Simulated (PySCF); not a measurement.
# [Pb(H2O)2]2+: other functionals and bases at one geometry

One table from this session's results is given with a row withheld; the runs are named, their logs left out.

Computed with PySCF 2.14.0. Level: several levels, as the steps say, no spin–orbit coupling.

1 further run of the same task is left out (for a known fault of the program).

### Starting geometry

7 atoms, charge 2, spin multiplicity 1.

Bond lengths: Pb1–O2 2.352 Å, Pb1–O5 2.365 Å, O2–H3 0.977 Å, O2–H4 0.976 Å, O5–H6 0.977 Å, O5–H7 0.976 Å. Angles: O2–Pb1–O5 87.9°, Pb1–O2–H3 125.8°, Pb1–O2–H4 128.0°, H3–O2–H4 106.0°, Pb1–O5–H6 125.3°, Pb1–O5–H7 127.9°, H6–O5–H7 105.7°.

As a file:

```
atom    x (Å)    y (Å)    z (Å)
 Pb1   1.4090   0.4694  -0.0222
  O2  -0.1819   0.0091   1.6480
  H3  -0.1100   0.2584   2.5902
  H4  -1.0000  -0.5173   1.5707
  O5  -0.2177  -0.1511  -1.6223
  H6  -0.0635  -0.7464  -2.3814
  H7  -1.0879   0.2613  -1.7830
```

Formal oxidation states: Pb +2. An earlier session relaxed this geometry at PBE0, Pb def2-SVP with ECP60, O def2-SVP, H def2-SVP (singlet, point group C1).

At PBE0 on the finer grid: E = -344.818263 Eh, HOMO -20.41 eV, LUMO -13.26 eV, Mulliken charge on Pb1 +1.50 e, largest force component 0.009 eV/Å. 

Levels to run: TPSSh; wB97X; PBE0, TZVP. Hardware: 2 threads of Arm Neoverse V1, shared host.

The first run:

run.py (the lines that set the calculation)

```python
mol = gto.M(atom='''
Pb     1.40899     0.46944    -0.02219
O     -0.18192     0.00912     1.64801
H     -0.10995     0.25842     2.59020
H     -1.00000    -0.51731     1.57071
O     -0.21766    -0.15109    -1.62227
H     -0.06350    -0.74638    -2.38144
H     -1.08788     0.26132    -1.78302''',
    basis={'Pb': 'def2-SVP', 'O': 'def2-SVP', 'H': 'def2-SVP'},
    ecp={'Pb': 'def2-SVP'},
    charge=2, spin=0)
mf = dft.RKS(mol, xc='TPSSH')
mf.grids.atom_grid = (75, 302)
mf = mf.density_fit()  # fitting sets: Pb def2-universal-JKFIT, O def2-universal-JKFIT, H def2-universal-JKFIT
mf.conv_tol = 1e-08; mf.max_cycle = 55
mf.kernel(dm0)  # dm0: the density of the relaxed state
```

Run with:

```
$ OMP_NUM_THREADS=2 python run.py
```

Steps of the session up to this table: TPSSh; wB97X; PBE0, TZVP.

One of the session's tables, all rows but one given; the rest of the session is left out.

```
              level  HOMO (eV)  gap (eV)  charge on Pb1 (e)  dipole (D)  largest force component (eV/Å)
PBE0 (relaxed here)     -20.41      7.14               1.50        5.32                            0.01
              TPSSh     -19.39      5.80               1.48        5.41                            0.24
              wB97X          ?         ?                  ?           ?                               ?
         PBE0, TZVP     -20.55      7.25               1.57        5.25                            0.21
```

Estimate the missing values for wB97X.

The run gave: HOMO (eV): -22.97; gap (eV): 11.72; charge on Pb1 (e): 1.51; dipole (D): 5.26; largest force component (eV/Å): 0.03. In the column «HOMO (eV)» it is the lowest.

The dipole of a charged species depends on the origin, so these sizes hold for this origin alone.

In one basis the HOMO–LUMO gap runs from 5.80 eV (TPSSh) to 11.72 eV (wB97X). The largest leftover force, 0.24 eV/Å with TPSSh, stands at a geometry relaxed at another level. Total energies of different levels can't be compared.
